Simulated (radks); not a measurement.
# Taking charge from the 6s level of Eu⁺ in fractions

An exercise on one series of results from a longer session: the logs are not shown, and one member is left open.

Program: radks (a radial shooting solver on a logarithmic mesh, Libxc functionals) version 1. Level of theory: scalar-relativistic Kohn-Sham, PBE, spin-unpolarised, spherical densities, point nucleus. These are calculated values, not measurements, unless marked.

### The atom as given

| Property | Result |
| --- | --- |
| element | europium (Z = 63) |
| charge | +1 |
| electrons | 62 |
| configuration | [Xe] 4f7 6s1 |

Outer shells as boxes (Hund's rule):

Eu⁺
```
[Xe] core
4f [↑ ][↑ ][↑ ][↑ ][↑ ][↑ ][↑ ]
6s [↑ ]
```

The first run:

Settings of this run:

```text
Z 63
configuration [Xe] 4f7 6s1
relativity scalar-relativistic
functional pbe,pbe
spin unpolarised
nucleus point
c 137.035999084
```

Among the steps run: Start: [Xe] 4f7 6s1.

One of the session's tables, all rows but one given; the rest of the session is left out.

It belongs to the step «Start: [Xe] 4f7 6s1». Radial moments (bohr):

| level | <r> | outermost maximum (interpolated) | 90 % within | nodes |
| --- | --- | --- | --- | --- |
| 3d | 0.2259 | 0.184 | 0.352 | 0 |
| 4s | 0.5660 | 0.527 | 0.813 | 3 |
| 4p | 0.5994 | 0.550 | 0.872 | 2 |
| 4d | 0.6542 | 0.573 | 0.984 | 1 |
| 5s | 1.381 | 1.23 | 1.99 | 4 |
| 5p | ? | ? | ? | ? |
| 4f | 0.9673 | 0.592 | 1.71 | 0 |
| 6s | 3.859 | 3.38 | 5.61 | 5 |

Q: Estimate the row for 5p from the others.

As computed: <r>: 1.626; outermost maximum (interpolated): 1.40; 90 % within: 2.39; nodes: 3. In the column «<r>» it lies between 5s (1.381) and 6s (3.859).
